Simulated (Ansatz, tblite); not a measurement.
**[closo-2-(F)B9H8]2- (B₉H₈F (-2)): one state, many levels**

How do method and basis change the picture of [closo-2-(F)B9H8]2- (B₉H₈F (-2)) (singlet)?

Method: as each input shows; program: Ansatz 0.2.0, Gaussian basis.

Levels to be run: GFN1-xTB, GFN2-xTB, PBE-D4/def2-TZVPD, r2SCAN-D4/def2-TZVPD, r2SCANh-D4/def2-TZVPD, B97M-V/def2-TZVPD, BHLYP-D4/def2-TZVPD, HF/STO-3G, MP2/def2-SVPD, RPA/def2-SVPD.

2 further runs of the same task are left out: 2 set aside as unsound or not needed. Runs told in other sessions of the task aren't counted.

## 1. The relaxed structure

The geometry is that of the singlet, from an earlier relaxation (r2SCAN-D4/def2-SVPD).

18 atoms, charge -2, spin multiplicity 1.

Bond lengths: B1–B3 1.712 Å, B1–B5 1.793 Å, B1–B6 1.724 Å, B1–B7 1.968 Å, B1–B8 1.977 Å, B1–H11 1.221 Å, B2–B3 1.717 Å, B2–B4 1.717 Å, B2–B5 1.967 Å, B2–B8 1.800 Å, B2–B9 1.967 Å, B2–F10 1.424 Å, B3–B5 1.713 Å, B3–B8 1.719 Å, B3–H12 1.216 Å, B4–B7 1.712 Å, B4–B8 1.719 Å, B4–B9 1.713 Å and more. Angles: B3–B1–B5 58.5°, B3–B1–B6 112.6°, B3–B1–B7 105.1°, B3–B1–B8 55.0°, B3–B1–H11 120.3°, B5–B1–B6 58.4°, B5–B1–B7 90.5°, B5–B1–B8 90.4°, B5–B1–H11 135.1°, B6–B1–B7 55.2°, B6–B1–B8 105.2°, B6–B1–H11 119.9°, B7–B1–B8 60.1°, B7–B1–H11 127.1°, B8–B1–H11 127.4°, B3–B2–B4 112.7°, B3–B2–B5 54.9°, B3–B2–B8 58.5° and more.

Geometry (Å):

```xyz
18
B9FH8
B    -1.0519   -0.9515    0.3381
B     0.9931    0.6916    0.7542
B    -0.0623   -0.3630    1.6047
B     1.4451    0.0785   -0.7851
B    -0.9712    0.7966    0.7309
B    -1.4063    0.2564   -0.8397
B    -0.0146   -0.6474   -1.3066
B     0.9207   -1.0679    0.3834
B     0.0828    1.1054   -0.9396
F     1.8548    1.5773    1.4613
H    -1.8530   -1.8492    0.5484
H    -0.0698   -0.5973    2.7978
H     2.5310    0.1649   -1.3251
H    -1.6766    1.5980    1.3226
H    -2.4394    0.4433   -1.4569
H    -0.0392   -1.3175   -2.3274
H     1.5967   -2.0542    0.6278
H     0.1602    2.1362   -1.5889
```

The ion is computed in the gas phase, without counter-ions or solvent.

PBE0-D4/def2-TZVPD was run before; its log isn't repeated, and its numbers join the tables.

## 2. GFN1-xTB

Tight binding, by tblite at 300 K electronic temperature and without a spin-polarisation term:

```python
tblite.interface.Calculator('GFN1-xTB', numbers, positions, charge=-2, uhf=0).singlepoint()
```

Energy -610.6112 eV, HOMO -0.20 eV, LUMO 3.39 eV; 0.01 s.

## 3. GFN2-xTB

Tight binding, by tblite at 300 K electronic temperature and without a spin-polarisation term:

```python
tblite.interface.Calculator('GFN2-xTB', numbers, positions, charge=-2, uhf=0).singlepoint()
```

Energy -547.8096 eV, HOMO 1.91 eV, LUMO 5.04 eV; 0.009 s.

## 4. PBE-D4/def2-TZVPD

start.molden holds the orbitals of an earlier run on this state, given as this run's starting guess.

Contents of in.yaml:

```yaml
crystal:
  periodic: [false, false, false]
  atoms:
    - {symbol: B, position_ang: [-1.051930, -0.951508, 0.338134]}
    - {symbol: B, position_ang: [0.993080, 0.691558, 0.754222]}
    - {symbol: B, position_ang: [-0.062325, -0.363020, 1.604714]}
    - {symbol: B, position_ang: [1.445104, 0.078459, -0.785062]}
    - {symbol: B, position_ang: [-0.971151, 0.796563, 0.730898]}
    - {symbol: B, position_ang: [-1.406322, 0.256401, -0.839714]}
    - {symbol: B, position_ang: [-0.014634, -0.647438, -1.306550]}
    - {symbol: B, position_ang: [0.920745, -1.067866, 0.383445]}
    - {symbol: B, position_ang: [0.082825, 1.105385, -0.939620]}
    - {symbol: F, position_ang: [1.854753, 1.577264, 1.461253]}
    - {symbol: H, position_ang: [-1.853034, -1.849179, 0.548431]}
    - {symbol: H, position_ang: [-0.069754, -0.597280, 2.797776]}
    - {symbol: H, position_ang: [2.531001, 0.164891, -1.325141]}
    - {symbol: H, position_ang: [-1.676597, 1.597956, 1.322644]}
    - {symbol: H, position_ang: [-2.439446, 0.443325, -1.456918]}
    - {symbol: H, position_ang: [-0.039247, -1.317514, -2.327441]}
    - {symbol: H, position_ang: [1.596689, -2.054180, 0.627798]}
    - {symbol: H, position_ang: [0.160240, 2.136174, -1.588870]}
basis:
  gaussian: {orbitals: def2-TZVPD, initial_orbitals: start.molden}
total_charge: -2
hamiltonian: {xc: pbe, dispersion: d4}
scf: {omitted_lower_state_checks: [starts]}
output: {forces: true, orbitals: {seedname: orbitals}}
```

Started as:

```bash
$ ansatz run in.yaml --threads 4 --pin off --events-out ev --progress --plain --max-ram 4787MiB
```

After this run come: r2SCAN-D4/def2-TZVPD; r2SCANh-D4/def2-TZVPD; B97M-V/def2-TZVPD; BHLYP-D4/def2-TZVPD; HF/STO-3G; MP2/def2-SVPD; RPA/def2-SVPD.

Before running them: what should the planned runs give, taken together? Wanted: gap in def2-TZVPD, named functionals, smallest and largest; correlation energy, MP2/def2-SVPD.

**Answer**, as computed:

```
                                                  quantity                                 value
gap in def2-TZVPD, named functionals, smallest and largest  2.05 eV (PBE-D4), 4.36 eV (BHLYP-D4)
                         correlation energy, MP2/def2-SVPD                             -30.90 eV
```

Orbital gaps of the named functionals in def2-TZVPD span 2.05 eV (PBE-D4) to 4.36 eV (BHLYP-D4); exact exchange widens it. All 6 functionals in this basis put the HOMO above zero: at these levels the basis alone holds the outermost electron.
